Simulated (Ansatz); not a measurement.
# AsFH4Sn: the cost of one run

Program: the Python package of Ansatz 0.2.0. Level of theory: PBE+D4/def2-SVP. These are calculated values, not measurements.

## Step 1: The structure

Bond lengths: F1–Sn2 1.900 Å, Sn2–As3 2.567 Å, Sn2–H4 1.739 Å, Sn2–H5 1.757 Å, As3–H6 1.582 Å, As3–H7 1.595 Å. Angles: F1–Sn2–As3 108.0°, F1–Sn2–H4 111.8°, F1–Sn2–H5 111.4°, As3–Sn2–H4 107.9°, As3–Sn2–H5 109.6°, H4–Sn2–H5 108.1°, Sn2–As3–H6 93.1°, Sn2–As3–H7 93.7°, H6–As3–H7 91.4°.

The script holds or builds the structure itself.

## Step 2: The script

File adiabatic_asfh4sn.py:

```python
"""Vertical and adiabatic ionisation of AsFH4Sn."""

import itertools

import ansatz as az
from ase.data import atomic_numbers, covalent_radii
import numpy as np

GEOMETRY = """
F    -2.41350    0.04530    0.43450
Sn   -0.77250   -0.10290   -0.51180
As    1.08330   -0.59060    1.19320
H    -0.80190   -1.41110   -1.65750
H    -0.40050    1.37660   -1.38250
H     1.10820    0.90030    1.72030
H     2.25810   -0.28570    0.15800
"""

molecule = az.Crystal.molecule()
for line in GEOMETRY.strip().splitlines():
    symbol, *xyz = line.split()
    molecule = molecule.atom(symbol, [float(v) for v in xyz])

calc = (
    molecule.calculation()
    .basis(gaussian="def2-SVP")
    .functional("PBE", dispersion="d4")
)
symbols = [site.symbol for site in molecule.cartesian_sites]
start = np.array([site.position_ang for site in molecule.cartesian_sites], dtype=float)
data = calc.relax(force_tolerance=0.01).run().report
end = np.array(data["positions_ang"])

minimum = az.Crystal.molecule()
for symbol, place in zip(symbols, end):
    minimum = minimum.atom(symbol, place.tolist())
ion = (
    minimum.calculation()
    .basis(gaussian="def2-SVP")
    .functional("PBE", dispersion="d4")
    .charge(1)
    .spin("collinear", total=1)
)
vertical = ion.run().report
settled = ion.relax(force_tolerance=0.01, max_steps=80).run().report
print(f"vertical ionisation energy   {vertical['free_energy_ev'] - data['free_energy_ev']:.3f} eV")
print(f"adiabatic, no zero point     {settled['free_energy_ev'] - data['free_energy_ev']:.3f} eV")
print(f"relaxation energy of the ion {vertical['free_energy_ev'] - settled['free_energy_ev']:.3f} eV")
ionised = np.array(settled["positions_ang"])
# pairs closer than 1.2 times the sum of covalent radii, before or after
radius = [covalent_radii[atomic_numbers[s]] for s in symbols]
span = lambda where, i, j: np.linalg.norm(where[i] - where[j])
bonded = [(i, j) for i, j in itertools.combinations(range(len(symbols)), 2) if min(span(end, i, j), span(ionised, i, j)) < 1.2 * (radius[i] + radius[j])]
print("pair        before    after (A)")
for i, j in bonded:
    print(f"{symbols[i]}{i}-{symbols[j]}{j}".ljust(10), f"{span(end, i, j):8.4f} {span(ionised, i, j):8.4f}")
for first, second in list(itertools.combinations(bonded, 2)):
    shared = set(first) & set(second)
    if shared and symbols[(j := shared.pop())] != "H":
        i, k = sorted((set(first) | set(second)) - {j})
        u, v = ionised[i] - ionised[j], ionised[k] - ionised[j]
        angle = np.degrees(np.arccos(np.clip(u @ v / np.linalg.norm(u) / np.linalg.norm(v), -1, 1)))
        print(f"final angle {symbols[i]}{i}-{symbols[j]}{j}-{symbols[k]}{k}: {angle:.2f} deg")
```

## Step 3: The calls as engine input

The package turns the script's settings into the engine's input (first run):

```yaml
crystal:
  periodic: [false, false, false]
  atoms:
    - { symbol: F, position_ang: [-2.4135, 0.0453, 0.4345] }
    - { symbol: Sn, position_ang: [-0.7725, -0.1029, -0.5118] }
    - { symbol: As, position_ang: [1.0833, -0.5906, 1.1932] }
    - { symbol: H, position_ang: [-0.8019, -1.4111, -1.6575] }
    - { symbol: H, position_ang: [-0.4005, 1.3766, -1.3825] }
    - { symbol: H, position_ang: [1.1082, 0.9003, 1.7203] }
    - { symbol: H, position_ang: [2.2581, -0.2857, 0.158] }
basis:
  gaussian:
    orbitals: def2-SVP
hamiltonian:
  xc: pbe
  dispersion: d4
relax:
  f_tol: 0.01
```

## Step 4: Running it

On the command line:

```
> python adiabatic_asfh4sn.py
```

Q: Estimate wall time and peak memory on 1 thread of Arm Neoverse V1, shared host.

About 3.7 min, with a peak of 0.24 GiB.
